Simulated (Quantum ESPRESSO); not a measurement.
A run of Quantum ESPRESSO 7.5:

Contents of pw.in:

```
&CONTROL
  calculation = 'scf'
  prefix = 'pwscf'
  outdir = './tmp'
  pseudo_dir = './pseudo'
  tprnfor = .true.
  disk_io = 'low'
  tefield = .true.
  dipfield = .true.
/
&SYSTEM
  ibrav = 0
  celldm(1) = 8
  nat = 1
  ntyp = 1
  ecutwfc = 40
  ecutrho = 200
  nbnd = 13
  occupations = 'smearing'
  smearing = 'mp'
  degauss = 0.01469973
  vdw_corr = 'grimme-d2'
  edir = 3
  emaxpos = 0.7731
  eopreg = 0.042
  eamp = 0
/
&ELECTRONS
  conv_thr = 1d-09
  electron_maxstep = 150
  mixing_beta = 0.3
  mixing_mode = 'local-TF'
  tqr = .true.
/
ATOMIC_SPECIES
Bi   208.9804 bi_pbe_v1.uspp.F.UPF
CELL_PARAMETERS alat
  0.7798380041646  -0.0000000000000   0.0000000000000
 -0.3899190020823   0.6753597710494   0.0000000000000
  0.0000000000000   0.0000000000000   5.6219352207617
ATOMIC_POSITIONS crystal
Bi     0.0000000000    0.0000000000    0.2941200000
K_POINTS automatic
9 9 1 0 0 0
```

The input pp_density.in:

```
&INPUTPP
  prefix = 'pwscf'
  outdir = './tmp'
  filplot = 'density.dat'
  plot_num = 0
/
&PLOT
  nfile = 1
  filepp(1) = 'density.dat'
  iflag = 3
  output_format = 6
  fileout = 'density.cube'
/
```

Contents of pp_potential.in:

```
&INPUTPP
  prefix = 'pwscf'
  outdir = './tmp'
  filplot = 'potential.dat'
  plot_num = 11
/
&PLOT
  nfile = 1
  filepp(1) = 'potential.dat'
  iflag = 3
  output_format = 6
  fileout = 'potential.cube'
/
```

Potentials or basis: GBRV 1.5 PBE.

Run with:

```console
$ OMP_NUM_THREADS=1 mpirun -n 2 pw.x -nk 2 -in pw.in > pw.out
$ OMP_NUM_THREADS=1 mpirun -n 1 pp.x -in pp_density.in > pp_density.out
$ OMP_NUM_THREADS=1 mpirun -n 1 pp.x -in pp_potential.in > pp_potential.out
```

Hardware: 2 MPI ranks on Arm Neoverse V2 (shared host).

Question: Estimate the wall time of this run.

Answer: Wall time 48 s on 2 MPI ranks on Arm Neoverse V2, on a shared host, peak memory 0.28 GiB a rank. Counts: scf iterations 20, k pools 2, bands 13, k points 41, g dense 72173.
